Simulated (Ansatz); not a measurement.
# Sr3CaF8: the band gap up the ladder of functionals

One table from this session's results is given with a row withheld; the runs are named, their logs left out.

The runs shown are made with Ansatz 0.2.0. PAW datasets, plane waves. The calculation is spin-unpolarised, and the structure need not be a phase that has been made.

## The cell

The cell was relaxed beforehand with r2SCAN.

It is orthorhombic, Cmmm (No. 65); a = 8.057 Å, b = 11.422 Å, c = 4.036 Å in the conventional setting, 15.48 Å³ an atom. Sr has 8 F at 2.48–2.51 Å; F has 2 Ca at 2.43 Å and 2 Sr at 2.51 Å and 1 F at 2.70 Å; F has 4 Sr at 2.46–2.48 Å; Sr has 8 F at 2.46–2.51 Å; F has 1 Ca at 2.39 Å and 3 Sr at 2.49–2.51 Å.

The structure in full:

```cif
data_structure
_symmetry_space_group_name_H-M 'P 1'
_symmetry_Int_Tables_number 1
_cell_length_a 6.9886
_cell_length_b 6.9886
_cell_length_c 4.0363
_cell_angle_alpha 90.000
_cell_angle_beta 90.000
_cell_angle_gamma 109.602
_cell_volume 185.71
loop_
_atom_site_label
_atom_site_type_symbol
_atom_site_fract_x
_atom_site_fract_y
_atom_site_fract_z
_atom_site_occupancy
Sr1 Sr 0.00000 0.00000 0.00000 1
F1 F 0.38161 0.61839 0.50000 1
F2 F 0.12562 0.87438 0.50000 1
Sr2 Sr 0.50000 0.00000 0.50000 1
F3 F 0.86302 0.61927 0.00000 1
F4 F 0.61927 0.86302 0.00000 1
Sr3 Sr 0.00000 0.50000 0.50000 1
F5 F 0.38073 0.13698 0.00000 1
F6 F 0.13698 0.38073 0.00000 1
Ca1 Ca 0.50000 0.50000 0.00000 1
F7 F 0.87438 0.12562 0.50000 1
F8 F 0.61839 0.38161 0.50000 1
```

The first run:

Input file input.yaml:

```yaml
crystal:
  lattice:
    - [4.028362616, -5.7107865388, 0.0]
    - [4.028362616, 5.7107865388, 0.0]
    - [0.0, 0.0, 4.0363213665]
  atoms:
    - { symbol: Sr, position: [0.0, 0.0, 0.0] }
    - { symbol: F, position: [0.3816122029, 0.6183877971, 0.5] }
    - { symbol: F, position: [0.1256203927, 0.8743796073, 0.5] }
    - { symbol: Sr, position: [0.5, 0.0, 0.5] }
    - { symbol: F, position: [0.8630166771, 0.6192694291, 0.0] }
    - { symbol: F, position: [0.6192694291, 0.8630166771, 0.0] }
    - { symbol: Sr, position: [0.0, 0.5, 0.5] }
    - { symbol: F, position: [0.3807305709, 0.1369833229, 0.0] }
    - { symbol: F, position: [0.1369833229, 0.3807305709, 0.0] }
    - { symbol: Ca, position: [0.5, 0.5, 0.0] }
    - { symbol: F, position: [0.8743796073, 0.1256203927, 0.5] }
    - { symbol: F, position: [0.6183877971, 0.3816122029, 0.5] }
kpoints:
  mp_grid: { grid: [4, 4, 6] }
  band_path:
    path:
      - [[0.0, 0.0, 0.0], [-0.5, 0.5, -9.392548321421e-19], [-0.3743956713618, 0.6256043286382, -9.392548321421e-19]]
      - [[0.3743956713618, 0.3743956713618, 2.669860272762e-34], [0.0, 0.0, 0.0], [-2.830487110336e-35, -8.040931970903e-35, 0.5], [0.3743956713618, 0.3743956713618, 0.5]]
      - [[-0.3743956713618, 0.6256043286382, 0.5], [-0.5, 0.5, 0.5], [-0.5, 0.5, -9.392548321421e-19]]
      - [[0.0, 0.0, 0.0], [2.663710539153e-18, 0.5, -4.69627416071e-19], [3.603529138201e-18, 0.5, 0.5], [-2.830487110336e-35, -8.040931970903e-35, 0.5], [-0.5, 0.5, 0.5]]
    npoints: 10
hamiltonian:
  xc: pbe
scf:
  occupations: { method: fermi_dirac, width: 0.02 }
  n_extra_bands: 7
output:
  forces: true
  stress: true
  eigenvalues: true
```

Among the steps run: Band structure with PBE; Single point with r2SCAN; HSE06 at the same geometry; PBE+SOC at the same geometry; PBE0.

One table of the session follows, with a row left open; its other results are not shown here.

| level | gap (eV) |
| --- | --- |
| PBE | 6.90 |
| r2SCAN | ? |
| HSE06 | 8.94 |
| PBE+SOC | 6.90 |
| PBE0 | 9.71 |

**Question.** Estimate the row for r2SCAN.

**Answer.** gap (eV): 7.52. In the column «gap (eV)» it lies between PBE+SOC (6.90) and HSE06 (8.94).

Meshes: PBE 4×4×6, r2SCAN 4×4×6, HSE06 2×2×4, PBE+SOC 4×4×6, PBE0 2×2×4

In words: The gap runs from 6.90 eV (PBE+SOC) to 9.71 eV (PBE0). Against HSE06, PBE is short by 2.04 eV, at 77 % of it, and r2SCAN 84 %. PBE0 lies 0.77 eV above HSE06, which differs from it by screening the long-range exchange.

To keep in mind: Warnings in the runs' records: stress scf threshold loose, stress exchange threshold loose.
